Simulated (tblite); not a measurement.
# C5H10F2GeO: the cost of one run

Programs: tblite 0.8.0 and PySCF 2.14.0, with density-fitted response routines of our own. Each step states its level of theory. These are calculated values for one molecule in the gas phase, unless marked as measured. Atoms are numbered from 0 throughout.

## Step 1: The starting structure

19 atoms, charge 0, multiplicity 1; geometry from: force field or distance geometry start.

Bonds of the start (Å): C0–C1 1.51, C1–O2 1.24, C1–C3 1.53, C3–C4 1.55, C3–Ge5 1.96, C3–C6 1.54, C6–F7 1.38, C6–F8 1.39, C0–H9 1.11, C0–H10 1.10, C0–H11 1.11, C4–H12 1.11, C4–H13 1.11, C4–H14 1.11, Ge5–H15 1.57, Ge5–H16 1.55, Ge5–H17 1.54, C6–H18 1.10.

## Step 2: Geometry optimisation with GFN2-xTB

Job settings and geometry (Å):

```
{"job": {"kind": "relax", "xc": "GFN2-xTB", "basis": "xTB"}, "charge": 0, "multiplicity": 1}
C      2.194700    -0.581500     0.177300
C      0.761300    -0.866500     0.570400
O      0.584700    -1.775500     1.388400
C     -0.415500    -0.085500    -0.006900
C     -1.745600    -0.551500     0.645000
Ge    -0.194300     1.814300     0.411500
C     -0.476300    -0.279500    -1.533500
F     -1.554900     0.396600    -2.062100
F     -0.580000    -1.629300    -1.846500
H      2.244200     0.255400    -0.543000
H      2.629700    -1.484400    -0.287900
H      2.772200    -0.308100     1.079600
H     -1.942100    -1.621500     0.432200
H     -2.593100     0.042000     0.239600
H     -1.718900    -0.403900     1.742300
H      0.004600     1.989000     1.954000
H      1.037300     2.397400    -0.333600
H     -1.457900     2.583300    -0.030000
H      0.440100     0.118500    -2.004400
```

Command:

```console
$ OMP_NUM_THREADS=1 python probes_run.py task.json out
```

One launch serves the whole session: the jobs run in the order shown.

**Question.** How long does this first job take on 1 thread of Intel Xeon Platinum 8259CL at 2.50GHz, shared host, and how much memory does it need?

About 3.4 s, with a peak of 0.18 GiB.
